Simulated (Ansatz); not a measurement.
# C2H9ClSi2: one species, many methods

The task here is to estimate one member of a computed series from the others.

The runs use Ansatz 0.2.0, Gaussian basis; functionals in def2-TZVPP, the program's frozen cores in correlated methods.

Levels to be run: PBE-D4, r2SCAN-D4, PBE0-D4, B3LYP-D4, ωB97X-V, ωB97M-V, B2PLYP; CCSD(T)/def2-TZVPP; MP2/def2-QZVPP; extrapolation to the limit.

## The relaxed structure

All runs share one geometry, relaxed beforehand with PBE0-D4 in a triple-zeta def2 set.

14 atoms, charge 0, spin multiplicity 1.

Atoms are counted from 1 here; the program's logs count them from 0.

Bond lengths: C1–Si2 1.869 Å, C1–H6 1.092 Å, C1–H7 1.093 Å, C1–H8 1.093 Å, Si2–C3 1.879 Å, Si2–H9 1.490 Å, Si2–H10 1.490 Å, C3–Si4 1.854 Å, C3–H11 1.096 Å, C3–H12 1.096 Å, Si4–Cl5 2.064 Å, Si4–H13 1.483 Å, Si4–H14 1.483 Å. Angles: Si2–C1–H6 110.8°, Si2–C1–H7 110.8°, Si2–C1–H8 110.8°, H6–C1–H7 108.1°, H6–C1–H8 108.1°, H7–C1–H8 108.1°, C1–Si2–C3 111.3°, C1–Si2–H9 110.0°, C1–Si2–H10 110.0°, C3–Si2–H9 108.9°, C3–Si2–H10 108.9°, H9–Si2–H10 107.6°, Si2–C3–Si4 114.7°, Si2–C3–H11 108.9°, Si2–C3–H12 108.8°, Si4–C3–H11 108.5°, Si4–C3–H12 108.5°, H11–C3–H12 107.2° and more.

Set-up of the first run:

Input file in.yaml:

```yaml
crystal:
  periodic: [false, false, false]
  atoms:
    - {symbol: C, position_ang: [-0.888256, 0.540978, 2.219104]}
    - {symbol: Si, position_ang: [0.394477, 0.306985, 0.880294]}
    - {symbol: C, position_ang: [-0.393006, -0.269316, -0.725455]}
    - {symbol: Si, position_ang: [0.798272, -0.526400, -2.122156]}
    - {symbol: Cl, position_ang: [-0.202753, -1.159217, -3.813141]}
    - {symbol: H, position_ang: [-0.422481, 0.875626, 3.148941]}
    - {symbol: H, position_ang: [-1.414125, -0.395202, 2.421331]}
    - {symbol: H, position_ang: [-1.627788, 1.288595, 1.922409]}
    - {symbol: H, position_ang: [1.404486, -0.699983, 1.311380]}
    - {symbol: H, position_ang: [1.113691, 1.588230, 0.632977]}
    - {symbol: H, position_ang: [-1.140820, 0.468031, -1.037642]}
    - {symbol: H, position_ang: [-0.922471, -1.210798, -0.542070]}
    - {symbol: H, position_ang: [1.795967, -1.572270, -1.791830]}
    - {symbol: H, position_ang: [1.492009, 0.735440, -2.475441]}
basis:
  gaussian: {orbitals: def2-TZVPP}
hamiltonian: {xc: pbe, dispersion: d4}
output: {forces: true, orbitals: {seedname: orbitals}}
```

On the command line:

```sh
ansatz run in.yaml --threads 2 --pin off --events-out ev --progress --plain --max-ram 22528MiB --backend cuda --devices 0, --max-vram 18GiB
```

Among the steps run: PBE-D4 (GGA); r2SCAN-D4 (meta-GGA); PBE0-D4 (hybrid); B3LYP-D4 (hybrid); ωB97X-V (range-separated); ωB97M-V (range-separated); B2PLYP (double hybrid); CCSD(T) in def2-TZVPP; MP2 in def2-QZVPP.

One of the session's tables, all rows but one given; the rest of the session is left out.

It belongs to the step «Atomisation energies». 

| method | atomisation energy (kJ/mol) |
| --- | --- |
| PBE-D4 | 4865.3 |
| r2SCAN-D4 | ? |
| PBE0-D4 | 4847.4 |
| B3LYP-D4 | 4848.9 |
| ωB97X-V | 4885.6 |
| ωB97M-V | 4877.0 |
| B2PLYP | 4795.9 |
| HF/def2-TZVPP | 3740.1 |
| MP2/def2-TZVPP | 4771.9 |
| CCSD/def2-TZVPP | 4701.1 |
| CCSD(T)/def2-TZVPP | 4750.7 |
| MP2/CBS | 4887.3 |
| CCSD(T)/CBS | 4866.2 |

Q: Estimate the row for r2SCAN-D4 from the others.

The run gave: atomisation energy (kJ/mol): 4869.7. In the column «atomisation energy (kJ/mol)» it lies between CCSD(T)/CBS (4866.2) and ωB97M-V (4877.0).
